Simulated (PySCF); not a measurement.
# GeH3 (SMILES [GeH3]): UCCSDT/STO-6G

Aim: the energy change on altering one bond length of GeH3 at UCCSDT/STO-6G, from 2 runs. Input form: a Python script.

The calculation is run with PySCF 2.14.0.

12 further runs of the same task are left out: 2 that didn't finish, 10 set aside as unsound or not needed.

## (1) The system as given

The species is GeH3 (4 atoms), meant as a doublet with charge 0. As SMILES, `[GeH3]`. The shape is that of a PBE0-D4/def2-TZVP optimisation.

Bond lengths: Ge1–H2 1.539 Å, Ge1–H3 1.539 Å, Ge1–H4 1.539 Å. Angles: H2–Ge1–H3 111.1°, H2–Ge1–H4 111.1°, H3–Ge1–H4 111.1°.

## (2) The energy at UCCSDT/STO-6G

The input, calc.py:

```python
# [GeH3]
from pyscf import gto, scf, cc

system = gto.M(
    atom='''
Ge       0.214600      -0.125900      -0.249400
H        1.055000       0.109600       1.018300
H       -0.882800      -1.175900      -0.000100
H       -0.386800       1.192200      -0.768800
''',
    verbose=3,
    basis='sto-6g',
    spin=1,
    max_memory=1860,
)

mf = scf.UHF(system)
mf.conv_tol = 1e-10
mf.kernel()
if not mf.converged:
    mf = mf.newton().run(mf.mo_coeff, mf.mo_occ)

mycc = cc.CCSDT(mf, frozen=9)
mycc.kernel()
energy = mycc.e_tot
print('Final energy', energy)
```

On the command line:

```sh
$ OMP_NUM_THREADS=1 python calc.py
```

The program printed:

```text
converged SCF energy = -2065.97587473069  <S^2> = 0.75408681  2S+1 = 2.0040826
_make_eris_incore_UCCSDT

WARN: A large `blksize_v_aaa` is being used, which may cause large memory consumption
      for storing contraction intermediates. If memory is sufficient, consider using
      `pyscf.cc.uccsdt_highm.UCCSDT` instead.

WARN: A large `blksize_v_aab` is being used, which may cause large memory consumption
      for storing contraction intermediates. If memory is sufficient, consider using
      `pyscf.cc.uccsdt_highm.UCCSDT` instead.

UCCSDT converged
E(UCCSDT) = -2066.029030464686   E_corr = -0.05315573399845538
E_corr(same-spin) = -0.00091511492173496
E_corr(oppo-spin) = -0.0522406190767204
Final energy -2066.0290304646855
```

Run time: 1.3 s. Hardware: 1 thread of Arm Neoverse V2, shared host; peak memory 0.1 GiB.

## (3) The distorted shape at the same level

The input, job.py:

```python
from pyscf import gto, cc

molecule = gto.M(
    atom='Ge 0.046524 -0.172999 -0.502934; H 1.055000 0.109600 1.018300; H -1.050876 -1.222999 -0.253634; H -0.554876 1.145101 -1.022334',
    verbose=4,
    spin=1,
    max_memory=1860,
    charge=0,
    basis='sto-6g',
)

mf = molecule.UHF()
mf.conv_tol = 1e-10
mf.kernel()
if not mf.converged:
    mf = mf.newton().run(mf.mo_coeff, mf.mo_occ)

mycc = cc.CCSDT(mf, frozen=9)
mycc.kernel()
etot = mycc.e_tot
print('Final energy', etot)
```

On the command line:

```sh
$ OMP_NUM_THREADS=1 python job.py
```

The program printed:

```text
PySCF version 2.14.0

[INPUT] num. atoms = 4
[INPUT] num. electrons = 35
[INPUT] charge = 0
[INPUT] spin (= nelec alpha-beta = 2S) = 1
[INPUT] symmetry False subgroup None
[INPUT] Mole.unit = angstrom
[INPUT] Symbol           X                Y                Z      unit          X                Y                Z       unit  Magmom
[INPUT]  1 Ge     0.046524000000  -0.172999000000  -0.502934000000 AA    0.087917618219  -0.326920729824  -0.950407518732 Bohr   0.0
[INPUT]  2 H      1.055000000000   0.109600000000   1.018300000000 AA    1.993661061416   0.207113983252   1.924308112645 Bohr   0.0
[INPUT]  3 H     -1.050876000000  -1.222999000000  -0.253634000000 AA   -1.985867830878  -2.311133160617  -0.479298795878 Bohr   0.0
[INPUT]  4 H     -0.554876000000   1.145101000000  -1.022334000000 AA   -1.048563673094   2.163927274966  -1.931931267831 Bohr   0.0

nuclear repulsion = 31.7597631386759
number of shells = 11
number of NR pGTOs = 126
number of NR cGTOs = 21
basis = sto-6g
ecp = {}

******** <class 'pyscf.scf.uhf.UHF'> ********
method = UHF
initial guess = minao
damping factor = 0
level_shift factor = 0
DIIS = <class 'pyscf.scf.diis.CDIIS'>
diis_start_cycle = 1
diis_space = 8
diis_damp = 0
SCF conv_tol = 1e-10
SCF conv_tol_grad = None
SCF max_cycles = 50
direct_scf = True
direct_scf_tol = 1e-13
number electrons alpha = 18  beta = 17
Set gradient conv threshold to 1e-05
init E= -2063.30908382912
[... the frontier-level lines of each cycle are left out ...]

cycle= 1 E= -2065.87740009446  delta_E= -2.57  |g|= 0.251  |ddm|= 1.48
cycle= 2 E= -2065.92926420996  delta_E= -0.0519  |g|= 0.0263  |ddm|= 0.436
cycle= 3 E= -2065.93037598264  delta_E= -0.00111  |g|= 0.0112  |ddm|= 0.0537
cycle= 4 E= -2065.93068105902  delta_E= -0.000305  |g|= 0.00481  |ddm|= 0.0366
cycle= 5 E= -2065.9307700852  delta_E= -8.9e-05  |g|= 0.00294  |ddm|= 0.0211
cycle= 6 E= -2065.93082277509  delta_E= -5.27e-05  |g|= 0.00158  |ddm|= 0.0223
cycle= 7 E= -2065.93084071625  delta_E= -1.79e-05  |g|= 0.000814  |ddm|= 0.0145
cycle= 8 E= -2065.93084597093  delta_E= -5.25e-06  |g|= 0.000251  |ddm|= 0.00997
cycle= 9 E= -2065.93084634757  delta_E= -3.77e-07  |g|= 4.95e-05  |ddm|= 0.00277
cycle= 10 E= -2065.93084635634  delta_E= -8.78e-09  |g|= 1.3e-05  |ddm|= 0.000284
cycle= 11 E= -2065.93084635684  delta_E= -5e-10  |g|= 3.43e-06  |ddm|= 6.02e-05
cycle= 12 E= -2065.93084635688  delta_E= -3.09e-11  |g|= 1.18e-06  |ddm|= 1.28e-05
Extra cycle  E= -2065.93084635688  delta_E= -3.64e-12  |g|= 6.76e-07  |ddm|= 2.4e-06
converged SCF energy = -2065.93084635688  <S^2> = 0.75501791  2S+1 = 2.0050116

******** <class 'pyscf.cc.uccsdt.UCCSDT'> ********
UCCSDT nocc = (np.int64(9), np.int64(8)), nmo = (12, 12)
Allocating only the i<=j<=k part of the T3 amplitude in memory
frozen orbitals 9
max_cycle = 50
conv_tol = 1e-07
conv_tol_normt = 1e-06
diis with the T3 amplitude
diis_space = 6
diis_start_cycle = 0
diis_start_energy_diff = 1e+09
einsum_backend: numpy
_make_eris_incore_UCCSDT
blksize_o_aaa     8    blksize_v_aaa     4
blksize_o_aab     8    blksize_v_aab     4

WARN: A large `blksize_v_aaa` is being used, which may cause large memory consumption
      for storing contraction intermediates. If memory is sufficient, consider using
      `pyscf.cc.uccsdt_highm.UCCSDT` instead.

WARN: A large `blksize_v_aab` is being used, which may cause large memory consumption
      for storing contraction intermediates. If memory is sufficient, consider using
      `pyscf.cc.uccsdt_highm.UCCSDT` instead.

Approximate memory usage estimate
    T3 memory                64.8 KB
    R3 memory                64.8 KB
    ERIs memory               486 KB
    T1-ERIs memory            486 KB
    Intermediates memory      486 KB
    Block workspace           324 KB
Init t2, MP2 energy = -0.0390594341634688
Init E_corr(UCCSDT) = -0.039059434164028
cycle =  1  E_corr(UCCSDT) = -0.053183700291  dE = -1.412426612719e-02  norm(d tamps) = 6.07443078e-02
cycle =  2  E_corr(UCCSDT) = -0.058952500280  dE = -5.768799989056e-03  norm(d tamps) = 2.72762108e-02
cycle =  3  E_corr(UCCSDT) = -0.063233717047  dE = -4.281216767031e-03  norm(d tamps) = 1.33863099e-02
cycle =  4  E_corr(UCCSDT) = -0.063413496466  dE = -1.797794182203e-04  norm(d tamps) = 3.97412874e-03
cycle =  5  E_corr(UCCSDT) = -0.063438451011  dE = -2.495454533272e-05  norm(d tamps) = 2.53112263e-03
cycle =  6  E_corr(UCCSDT) = -0.063465479382  dE = -2.702837149511e-05  norm(d tamps) = 9.20174776e-04
cycle =  7  E_corr(UCCSDT) = -0.063477631489  dE = -1.215210670101e-05  norm(d tamps) = 5.13702997e-04
cycle =  8  E_corr(UCCSDT) = -0.063474055524  dE =  3.575965116354e-06  norm(d tamps) = 2.20896362e-04
cycle =  9  E_corr(UCCSDT) = -0.063472038441  dE =  2.017082655334e-06  norm(d tamps) = 1.14743903e-04
cycle = 10  E_corr(UCCSDT) = -0.063471925434  dE =  1.130077405820e-07  norm(d tamps) = 5.21992824e-05
cycle = 11  E_corr(UCCSDT) = -0.063472824701  dE = -8.992670597341e-07  norm(d tamps) = 2.14123339e-05
cycle = 12  E_corr(UCCSDT) = -0.063473160947  dE = -3.362466621387e-07  norm(d tamps) = 1.01136737e-05
cycle = 13  E_corr(UCCSDT) = -0.063473330107  dE = -1.691600204773e-07  norm(d tamps) = 5.26359339e-06
cycle = 14  E_corr(UCCSDT) = -0.063473337410  dE = -7.302368293383e-09  norm(d tamps) = 2.39915957e-06
cycle = 15  E_corr(UCCSDT) = -0.063473319521  dE =  1.788850668982e-08  norm(d tamps) = 1.37941812e-06
cycle = 16  E_corr(UCCSDT) = -0.063473303586  dE =  1.593484473539e-08  norm(d tamps) = 7.14837197e-07
UCCSDT converged
E(UCCSDT) = -2065.994319660465   E_corr = -0.06347330358629745
E_corr(same-spin) = -0.000771662347688867
E_corr(oppo-spin) = -0.0627016412386086
Final energy -2065.994319660465
```

Run time: 1.5 s. Hardware: 1 thread of Arm Neoverse V2, shared host; peak memory 0.12 GiB.

## (4) Outcome

Level: UCCSDT/STO-6G, 9 core orbitals frozen.

| quantity | value |
| --- | --- |
| first shape: total energy | -2066.02903 Eh |
| first shape: dipole moment (Hartree–Fock density) | 0.51 D |
| first shape: HOMO energy (Hartree–Fock orbitals) (highest over α and β) | -6.68 eV |
| first shape: LUMO energy (Hartree–Fock orbitals) (lowest over α and β) | 5.54 eV |
| first shape: correlation energy (9 core orbitals frozen) | -53.2 mEh |
| first shape: ⟨S²⟩ of the reference determinant | 0.754 |
| first shape: T1 diagnostic | 0.003 |
| distorted shape: total energy | -2065.99432 Eh |
| distorted shape: dipole moment (Hartree–Fock density) | 0.58 D |
| distorted shape: HOMO energy (Hartree–Fock orbitals) (highest over α and β) | -6.60 eV |
| distorted shape: LUMO energy (Hartree–Fock orbitals) (lowest over α and β) | 5.38 eV |
| distorted shape: correlation energy (9 core orbitals frozen) | -63.5 mEh |
| distorted shape: ⟨S²⟩ of the reference determinant | 0.755 |
| distorted shape: T1 diagnostic | 0.004 |
| energy change with the Ge1–H2 bond stretched from 1.539 to 1.847 Å | 0.945 eV |

**Reading.** With the Ge1–H2 bond stretched from 1.539 to 1.847 Å the energy rises by 0.94 eV (21.8 kcal/mol). The first shape isn't relaxed at this level, so the change isn't measured from a minimum. The minimal basis adds a large error of its own. Mulliken charges (first shape) of the mean-field density run from -0.13 on H2 to +0.40 on Ge1; they depend strongly on the basis.
